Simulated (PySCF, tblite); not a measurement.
# C2H13BF2Si4: geometry, infrared bands and NMR shifts

Wanted: the infrared bands and NMR shifts of C2H13BF2Si4 (`FB(F)C[SiH2][Si@@H]([SiH3])C[SiH3]`), by calculation.

The runs use tblite 0.8.0 and PySCF 2.14.0, with density-fitted response routines of our own; the level of theory stands in each step. All values are computed, except where a source is named. Atoms count from 0, in the outputs and in this text.

### 1 Starting geometry

22 atoms, charge 0, multiplicity 1; geometry from: force field or distance geometry start.

Bonds of the start (Å): F0–B1 1.45, B1–F2 1.45, B1–C3 1.59, C3–Si4 1.85, Si4–Si5 2.24, Si5–Si6 2.23, Si5–C7 1.86, C7–Si8 1.86, C3–H9 1.11, C3–H10 1.12, Si4–H11 1.47, Si4–H12 1.47, Si5–H13 1.47, Si6–H14 1.47, Si6–H15 1.47, Si6–H16 1.48, C7–H17 1.10, C7–H18 1.11, Si8–H19 1.47, Si8–H20 1.48, Si8–H21 1.47.

### 2 Relaxing the molecule with GFN2-xTB

Job settings and geometry (Å):

```
{"job": {"kind": "relax", "xc": "GFN2-xTB", "basis": "xTB"}, "charge": 0, "multiplicity": 1}
F      1.898000    -1.209500     2.225900
B      2.246000     0.002400     1.506200
F      3.548000     0.085600     0.870300
C      1.230600     1.220600     1.435000
Si     0.747100     1.557200    -0.322600
Si    -0.384600    -0.172700    -1.193200
Si     1.065200    -1.759700    -1.798500
C     -1.559600    -0.870700     0.075300
Si    -2.883500     0.374400     0.483800
H      1.704700     2.115500     1.879100
H      0.316500     0.969200     2.025600
H      1.942200     1.820800    -1.139000
H     -0.130400     2.742400    -0.343300
H     -1.116300     0.270300    -2.383400
H      2.041800    -1.188700    -2.731000
H      0.330300    -2.860000    -2.430600
H      1.760100    -2.271900    -0.601900
H     -1.011000    -1.150300     0.992200
H     -2.045200    -1.781300    -0.340900
H     -3.599800     0.758200    -0.738000
H     -2.275100     1.577000     1.085900
H     -3.835500    -0.209500     1.442200
```

Launch:

```
$ OMP_NUM_THREADS=1 python probes_run.py task.json out
```

This one command runs all jobs of the session in turn.

**Question.** This job is followed by: GFN2-xTB harmonic vibrations, gas phase; GIAO PBE0/pcSseg-1 NMR shielding, non-relativistic, gas phase. Predict these results of the whole session: strongest single infrared mode (GFN2-xTB); zero-point energy (GFN2-xTB); 13C shifts against TMS (PBE0/pcSseg-1); 1H shifts against TMS (PBE0/pcSseg-1, means over atoms taken as alike); 19F shifts against CFCl3 (PBE0/pcSseg-1, means over atoms taken as alike); 11B shifts against BF3·OEt2 (PBE0/pcSseg-1); 29Si shifts against TMS (PBE0/pcSseg-1).

As calculated:

| quantity | value |
| --- | --- |
| strongest single infrared mode (GFN2-xTB) | 777 cm⁻¹, 797 km/mol |
| zero-point energy (GFN2-xTB) | 84.8 kcal/mol |
| 13C shifts against TMS (PBE0/pcSseg-1) | -4.6, -14.7 ppm |
| 1H shifts against TMS (PBE0/pcSseg-1, means over atoms taken as alike) | 4.56, 4.11, 4.06, 4.00, 3.59, 0.64, 0.45, 0.17, -0.09 ppm |
| 19F shifts against CFCl3 (PBE0/pcSseg-1, means over atoms taken as alike) | -74.0 ppm |
| 11B shifts against BF3·OEt2 (PBE0/pcSseg-1) | 29.4 ppm |
| 29Si shifts against TMS (PBE0/pcSseg-1) | -71.1, -74.2, -83.6, -111.0 ppm |

**Reading.** Over 109 steps the energy fell by 1.052 eV; of the close pairs, B1–F2 changed most, 1.451 to 1.324 Å. The lowest mode is imaginary (26i cm⁻¹), so the xTB geometry is not a minimum. The strongest single mode, at 777 cm⁻¹, has its largest shares on H16, H14, H15 and H20 (the list is cut at 4 atoms). GFN2-xTB is a fitted tight-binding method: band positions and strengths are rough. Its intensities can rank the bands wrongly. At PBE0/pcSseg-1: The widest tensor belongs to F0, F2: span 281 ppm, with a paramagnetic part of -225 ppm.
